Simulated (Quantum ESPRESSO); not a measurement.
# CoO (Fm-3m) in Quantum ESPRESSO: settings compared

One crystal, CoO, is run at these levels: PBEsol, LDA; tasks: band structure, single point, equation of state.

All numbers are computed with Quantum ESPRESSO 7.5; they aren't measurements. Logs are shortened: lines on timing, memory, paths and dates and some standing lists are left out, and cuts for length are marked.

### Step 1. Starting point

Symmetry: Fm-3m, No. 225, cubic system. The conventional cell has a = 4.263 Å, b = 4.263 Å, c = 4.263 Å, α = 90.00°, β = 90.00°, γ = 90.00°. Co (site symmetry m-3m) is surrounded by 6 O at 2.13 Å. O (site symmetry m-3m) has 6 Co at 2.13 Å as nearest neighbours.

### Step 2. Band structure, PBEsol, collinear spin, ferromagnetic start

pw.in

```
&CONTROL
  calculation = 'scf'
  prefix = 'pwscf'
  outdir = './tmp'
  pseudo_dir = './pseudo'
  tprnfor = .true.
  tstress = .true.
  disk_io = 'low'
/
&SYSTEM
  ibrav = 0
  nat = 2
  ntyp = 2
  ecutwfc = 56
  ecutrho = 448
  nbnd = 21
  occupations = 'smearing'
  smearing = 'fd'
  degauss = 0.00367493
  nspin = 2
  starting_magnetization(1) = 0.1176
  starting_magnetization(2) = 0
/
&ELECTRONS
  conv_thr = 4d-10
  electron_maxstep = 120
  mixing_beta = 0.3
/
ATOMIC_SPECIES
Co    58.9332 co_pbesol_v1.2.uspp.F.UPF
O     15.9990 o_pbesol_v1.2.uspp.F.UPF
CELL_PARAMETERS angstrom
   0.0000000000    2.1315000000    2.1315000000
   2.1315000000    0.0000000000    2.1315000000
   2.1315000000    2.1315000000    0.0000000000
ATOMIC_POSITIONS crystal
Co     0.0000000000    0.0000000000    0.0000000000
O      0.5000000000    0.5000000000    0.5000000000
K_POINTS automatic
11 11 11 0 0 0
```

bands.in

```
&CONTROL
  calculation = 'bands'
  prefix = 'pwscf'
  outdir = './tmp'
  pseudo_dir = './pseudo'
  disk_io = 'low'
  verbosity = 'high'
/
&SYSTEM
  ibrav = 0
  nat = 2
  ntyp = 2
  ecutwfc = 56
  ecutrho = 448
  nbnd = 21
  occupations = 'smearing'
  smearing = 'fd'
  degauss = 0.00367493
  nspin = 2
  starting_magnetization(1) = 0.1176
  starting_magnetization(2) = 0
/
&ELECTRONS
  conv_thr = 1d-08
  electron_maxstep = 120
  mixing_beta = 0.3
  diago_full_acc = .true.
  startingwfc = 'random'
/
ATOMIC_SPECIES
Co    58.9332 co_pbesol_v1.2.uspp.F.UPF
O     15.9990 o_pbesol_v1.2.uspp.F.UPF
CELL_PARAMETERS angstrom
   0.0000000000    2.1315000000    2.1315000000
   2.1315000000    0.0000000000    2.1315000000
   2.1315000000    2.1315000000    0.0000000000
ATOMIC_POSITIONS crystal
Co     0.0000000000    0.0000000000    0.0000000000
O      0.5000000000    0.5000000000    0.5000000000
K_POINTS crystal
60
 0.0000000000  0.0000000000  0.0000000000 1
 0.0625000000  0.0000000000  0.0625000000 1
 0.1250000000  0.0000000000  0.1250000000 1
 0.1875000000  0.0000000000  0.1875000000 1
 0.2500000000  0.0000000000  0.2500000000 1
 0.3125000000  0.0000000000  0.3125000000 1
 0.3750000000  0.0000000000  0.3750000000 1
 0.4375000000  0.0000000000  0.4375000000 1
 0.5000000000  0.0000000000  0.5000000000 1
 0.5000000000  0.0625000000  0.5625000000 1
 0.5000000000  0.1250000000  0.6250000000 1
 0.5000000000  0.1875000000  0.6875000000 1
 0.5000000000  0.2500000000  0.7500000000 1
 0.4375000000  0.3125000000  0.7500000000 1
 0.3750000000  0.3750000000  0.7500000000 1
 0.3375000000  0.3375000000  0.6750000000 1
 0.3000000000  0.3000000000  0.6000000000 1
 0.2625000000  0.2625000000  0.5250000000 1
 0.2250000000  0.2250000000  0.4500000000 1
 0.1875000000  0.1875000000  0.3750000000 1
 0.1500000000  0.1500000000  0.3000000000 1
 0.1125000000  0.1125000000  0.2250000000 1
 0.0750000000  0.0750000000  0.1500000000 1
 0.0375000000  0.0375000000  0.0750000000 1
 0.0000000000  0.0000000000  0.0000000000 1
 0.0625000000  0.0625000000  0.0625000000 1
 0.1250000000  0.1250000000  0.1250000000 1
 0.1875000000  0.1875000000  0.1875000000 1
 0.2500000000  0.2500000000  0.2500000000 1
 0.3125000000  0.3125000000  0.3125000000 1
 0.3750000000  0.3750000000  0.3750000000 1
 0.4375000000  0.4375000000  0.4375000000 1
 0.5000000000  0.5000000000  0.5000000000 1
 0.5250000000  0.4500000000  0.5250000000 1
 0.5500000000  0.4000000000  0.5500000000 1
 0.5750000000  0.3500000000  0.5750000000 1
 0.6000000000  0.3000000000  0.6000000000 1
 0.6250000000  0.2500000000  0.6250000000 1
 0.5833333333  0.2500000000  0.6666666667 1
 0.5416666667  0.2500000000  0.7083333333 1
 0.5000000000  0.2500000000  0.7500000000 1
 0.5000000000  0.2857142857  0.7142857143 1
 0.5000000000  0.3214285714  0.6785714286 1
 0.5000000000  0.3571428571  0.6428571429 1
 0.5000000000  0.3928571429  0.6071428571 1
 0.5000000000  0.4285714286  0.5714285714 1
 0.5000000000  0.4642857143  0.5357142857 1
 0.5000000000  0.5000000000  0.5000000000 1
 0.4821428571  0.4821428571  0.5357142857 1
 0.4642857143  0.4642857143  0.5714285714 1
 0.4464285714  0.4464285714  0.6071428571 1
 0.4285714286  0.4285714286  0.6428571429 1
 0.4107142857  0.4107142857  0.6785714286 1
 0.3928571429  0.3928571429  0.7142857143 1
 0.3750000000  0.3750000000  0.7500000000 1
 0.6250000000  0.2500000000  0.6250000000 1
 0.5937500000  0.1875000000  0.5937500000 1
 0.5625000000  0.1250000000  0.5625000000 1
 0.5312500000  0.0625000000  0.5312500000 1
 0.5000000000  0.0000000000  0.5000000000 1
```

Potentials or basis: GBRV 1.5 PBEsol.

Launch:

```bash
> OMP_NUM_THREADS=1 mpirun -n 2 pw.x -nk 2 -in pw.in > pw.out
> OMP_NUM_THREADS=1 mpirun -n 2 pw.x -nk 2 -in bands.in > bands.out
```

pw.out:

```text
This program is part of the open-source Quantum ESPRESSO suite
     for quantum simulation of materials; please cite
[... 13 lines left out ...]
     --------------------
     sticks:   dense  smooth     PW     G-vecs:    dense   smooth      PW
     Sum        1003     499    163                20875     7391    1363

     Using Slab Decomposition

     bravais-lattice index     =            0
     lattice parameter (alat)  =       5.6964  a.u.
     unit-cell volume          =     130.7021 (a.u.)^3
     number of atoms/cell      =            2
     number of atomic types    =            2
     number of electrons       =        23.00
     number of Kohn-Sham states=           21
     kinetic-energy cutoff     =      56.0000  Ry
     charge density cutoff     =     448.0000  Ry
     scf convergence threshold =      4.0E-10
     mixing beta               =       0.3000
     number of iterations used =            8  plain     mixing
     Exchange-correlation= SLA  PW   PSX  PSC
                           (   1   4  10   8   0   0   0)

     celldm(1)=   5.696383  celldm(2)=   0.000000  celldm(3)=   0.000000
     celldm(4)=   0.000000  celldm(5)=   0.000000  celldm(6)=   0.000000

     crystal axes: (cart. coord. in units of alat)
               a(1) = (   0.000000   0.707107   0.707107 )
               a(2) = (   0.707107   0.000000   0.707107 )
               a(3) = (   0.707107   0.707107   0.000000 )

     reciprocal axes: (cart. coord. in units 2 pi/alat)
               b(1) = ( -0.707107  0.707107  0.707107 )
               b(2) = (  0.707107 -0.707107  0.707107 )
               b(3) = (  0.707107  0.707107 -0.707107 )

     PseudoPot. # 1 for Co read from file:
     co_pbesol_v1.2.uspp.F.UPF
     Pseudo is Ultrasoft + core correction, Zval = 17.0
     Generated by new atomic code, or converted to UPF format
     Using radial grid of  863 points,  6 beta functions with:
                l(1) =   0
                l(2) =   0
                l(3) =   1
                l(4) =   1
                l(5) =   2
                l(6) =   2
     Q(r) pseudized with  8 coefficients,  rinner =    1.200   1.200   1.200
                                                       1.200   1.200

     PseudoPot. # 2 for O  read from file:
     o_pbesol_v1.2.uspp.F.UPF
     Pseudo is Ultrasoft + core correction, Zval =  6.0
     Generated by new atomic code, or converted to UPF format
     Using radial grid of  737 points,  5 beta functions with:
                l(1) =   0
                l(2) =   0
                l(3) =   1
                l(4) =   1
                l(5) =   2
     Q(r) pseudized with  8 coefficients,  rinner =    0.900   0.900   0.900
                                                       0.900   0.900

     atomic species   valence    mass     pseudopotential
     Co               17.00    58.93320     Co( 1.00)
     O                 6.00    15.99900     O ( 1.00)

     Starting magnetic structure
     atomic species   magnetization
     Co              0.118
     O               0.000

     48 Sym. Ops., with inversion, found

   Cartesian axes

     site n.     atom                  positions (alat units)
         1        Co     tau(   1) = (   0.0000000   0.0000000   0.0000000  )
         2        O      tau(   2) = (   0.7071068   0.7071068   0.7071068  )

     number of k points=    56  Fermi-Dirac smearing, width (Ry)=  0.0037
                       cart. coord. in units 2pi/alat
        k(    1) = (   0.0000000   0.0000000   0.0000000), wk =   0.0007513
        k(    2) = (   0.0642824   0.0642824  -0.0642824), wk =   0.0060105
        k(    3) = (   0.1285649   0.1285649  -0.1285649), wk =   0.0060105
        k(    4) = (   0.1928473   0.1928473  -0.1928473), wk =   0.0060105
        k(    5) = (   0.2571297   0.2571297  -0.2571297), wk =   0.0060105
        k(    6) = (   0.3214122   0.3214122  -0.3214122), wk =   0.0060105
[... 48 lines left out ...]
        k(   55) = (  -0.0642824  -0.4499770   0.7071068), wk =   0.0180316
[... 53 lines left out ...]
     estimated scf accuracy    <       0.05417842 Ry

     total magnetization       =     2.61 Bohr mag/cell
     absolute magnetization    =     2.61 Bohr mag/cell

     iteration #  5     ecut=    56.00 Ry     beta= 0.30
     Davidson diagonalization with overlap
     ethr =  2.36E-04,  avg # of iterations =  1.8

     total energy              =    -330.42372248 Ry
     estimated scf accuracy    <       0.04468215 Ry

     total magnetization       =     2.53 Bohr mag/cell
     absolute magnetization    =     2.54 Bohr mag/cell

     iteration #  6     ecut=    56.00 Ry     beta= 0.30
     Davidson diagonalization with overlap
     ethr =  1.94E-04,  avg # of iterations =  1.0

     total energy              =    -330.42909102 Ry
     estimated scf accuracy    <       0.00238953 Ry

     total magnetization       =     2.88 Bohr mag/cell
     absolute magnetization    =     2.89 Bohr mag/cell

     iteration #  7     ecut=    56.00 Ry     beta= 0.30
     Davidson diagonalization with overlap
     ethr =  1.04E-05,  avg # of iterations =  2.4

     total energy              =    -330.42938868 Ry
     estimated scf accuracy    <       0.00364686 Ry

     total magnetization       =     2.86 Bohr mag/cell
     absolute magnetization    =     2.88 Bohr mag/cell
[... 48 lines left out ...]
     total magnetization       =     2.99 Bohr mag/cell
     absolute magnetization    =     3.02 Bohr mag/cell

     iteration # 13     ecut=    56.00 Ry     beta= 0.30
     Davidson diagonalization with overlap
     ethr =  6.77E-09,  avg # of iterations =  1.3

     total energy              =    -330.42984874 Ry
     estimated scf accuracy    <       0.00000050 Ry

     total magnetization       =     2.99 Bohr mag/cell
     absolute magnetization    =     3.02 Bohr mag/cell

     iteration # 14     ecut=    56.00 Ry     beta= 0.30
     Davidson diagonalization with overlap
     ethr =  2.15E-09,  avg # of iterations =  1.4

     total energy              =    -330.42984895 Ry
     estimated scf accuracy    <       0.00000013 Ry

     total magnetization       =     2.99 Bohr mag/cell
     absolute magnetization    =     3.02 Bohr mag/cell

     iteration # 15     ecut=    56.00 Ry     beta= 0.30
     Davidson diagonalization with overlap
     ethr =  5.49E-10,  avg # of iterations =  1.7

     total energy              =    -330.42984898 Ry
     estimated scf accuracy    <       0.00000002 Ry

     total magnetization       =     2.99 Bohr mag/cell
     absolute magnetization    =     3.02 Bohr mag/cell

     iteration # 16     ecut=    56.00 Ry     beta= 0.30
     Davidson diagonalization with overlap
     ethr =  8.94E-11,  avg # of iterations =  1.5

     total energy              =    -330.42984899 Ry
     estimated scf accuracy    <          1.9E-09 Ry

     total magnetization       =     2.99 Bohr mag/cell
     absolute magnetization    =     3.02 Bohr mag/cell

     iteration # 17     ecut=    56.00 Ry     beta= 0.30
     Davidson diagonalization with overlap
     ethr =  8.34E-12,  avg # of iterations =  1.1

     Magnetic moment per site  (integrated on atomic sphere of radius R)
     atom   1 (R=0.292)  charge= 14.6067  magn=  2.5426
     atom   2 (R=0.292)  charge=  5.7412  magn=  0.3534

     End of self-consistent calculation

     Number of k-points >= 100: set verbosity='high' to print the bands.

     the Fermi energy is    13.7442 ev

!    total energy              =    -330.42984899 Ry
     estimated scf accuracy    <          1.7E-11 Ry
     smearing contrib. (-TS)   =      -0.00217224 Ry
     internal energy E=F+TS    =    -330.42767675 Ry

     The total energy is F=E-TS. E is the sum of the following terms:
     one-electron contribution =    -182.88073888 Ry
     hartree contribution      =     104.56231304 Ry
     xc contribution           =     -39.54638918 Ry
     ewald contribution        =    -212.56286172 Ry

     total magnetization       =     2.99 Bohr mag/cell
     absolute magnetization    =     3.02 Bohr mag/cell

     convergence has been achieved in  17 iterations

     Forces acting on atoms (cartesian axes, Ry/au):

     atom    1 type  1   force =     0.00000000    0.00000000   -0.00000000
     atom    2 type  2   force =    -0.00000000   -0.00000000    0.00000000

     Total force =     0.000000     Total SCF correction =     0.000000

     Computing stress (Cartesian axis) and pressure

          total   stress  (Ry/bohr**3)                   (kbar)     P=     -106.55
  -0.00072434  -0.00000000  -0.00000000         -106.55       -0.00       -0.00
  -0.00000000  -0.00072434  -0.00000000           -0.00     -106.55       -0.00
  -0.00000000  -0.00000000  -0.00072434           -0.00       -0.00     -106.55

=------------------------------------------------------------------------------=
   JOB DONE.
=------------------------------------------------------------------------------=
```

It took 40 s on 2 MPI ranks of Arm Neoverse V2, shared host; peak memory 0.2 GiB.

What came out:

* Free energy: -4495.7271 eV
* Pressure: -10.7 GPa
* Band gap on the k mesh: none (metal or under the smearing width)
* Net moment: 2.99 μB per cell
* Absolute moment: 3.02 μB per cell
* Site moments: Co +2.54; O +0.35 μB
* Valence electrons inside the program's atomic spheres: Co 14.61; O 5.74

Levels at the corners of the path, in eV from the Fermi level:
Spin up:
| point | band 11 | band 12 | band 13 | band 14 | band 15 | band 16 |
| --- | --- | --- | --- | --- | --- | --- |
| Γ | -3.41 | -3.41 | -3.41 | 0.63 | 16.32 | 17.61 |
| X | -2.55 | -2.47 | -2.47 | 5.44 | 9.40 | 11.18 |
| W | -2.67 | -2.47 | -1.53 | 7.68 | 9.57 | 9.57 |
| K | -2.33 | -2.23 | -1.48 | 7.01 | 9.25 | 9.38 |
| Γ | -3.41 | -3.41 | -3.41 | 0.63 | 16.32 | 17.61 |
| L | -2.19 | -0.09 | -0.09 | 4.64 | 8.94 | 12.98 |
| U | -2.33 | -2.23 | -1.48 | 7.01 | 9.25 | 9.38 |
| W | -2.67 | -2.47 | -1.53 | 7.68 | 9.57 | 9.57 |
| L | -2.19 | -0.09 | -0.09 | 4.64 | 8.94 | 12.98 |
| K | -2.33 | -2.23 | -1.48 | 7.01 | 9.25 | 9.38 |
| U | -2.33 | -2.23 | -1.48 | 7.01 | 9.25 | 9.38 |
| X | -2.55 | -2.47 | -2.47 | 5.44 | 9.40 | 11.18 |
Spin down:
| point | band 8 | band 9 | band 10 | band 11 | band 12 | band 13 |
| --- | --- | --- | --- | --- | --- | --- |
| Γ | -2.76 | -1.11 | -1.11 | -1.11 | -0.24 | -0.24 |
| X | -4.04 | -2.31 | 0.18 | 0.18 | 0.23 | 0.71 |
| W | -5.25 | -0.38 | -0.38 | 0.18 | 0.60 | 1.33 |
| K | -4.52 | -1.05 | 0.02 | 0.19 | 0.85 | 1.33 |
| Γ | -2.76 | -1.11 | -1.11 | -1.11 | -0.24 | -0.24 |
| L | -4.86 | -0.10 | -0.10 | 0.20 | 2.46 | 2.46 |
| U | -4.52 | -1.05 | 0.02 | 0.19 | 0.85 | 1.33 |
| W | -5.25 | -0.38 | -0.38 | 0.18 | 0.60 | 1.33 |
| L | -4.86 | -0.10 | -0.10 | 0.20 | 2.46 | 2.46 |
| K | -4.52 | -1.05 | 0.02 | 0.19 | 0.85 | 1.33 |
| U | -4.52 | -1.05 | 0.02 | 0.19 | 0.85 | 1.33 |
| X | -4.04 | -2.31 | 0.18 | 0.18 | 0.23 | 0.71 |

Caveat: a cell with one magnetic atom can't hold antiferromagnetic order, which such compounds often take; semilocal functionals often make such compounds metallic where correlation or magnetic order opens a gap, which also shifts bond lengths. With open d or f shells a metallic result of PBEsol can be an artefact of self-interaction; +U or a hybrid may open a gap.

(Continued in part 2 of 2.)
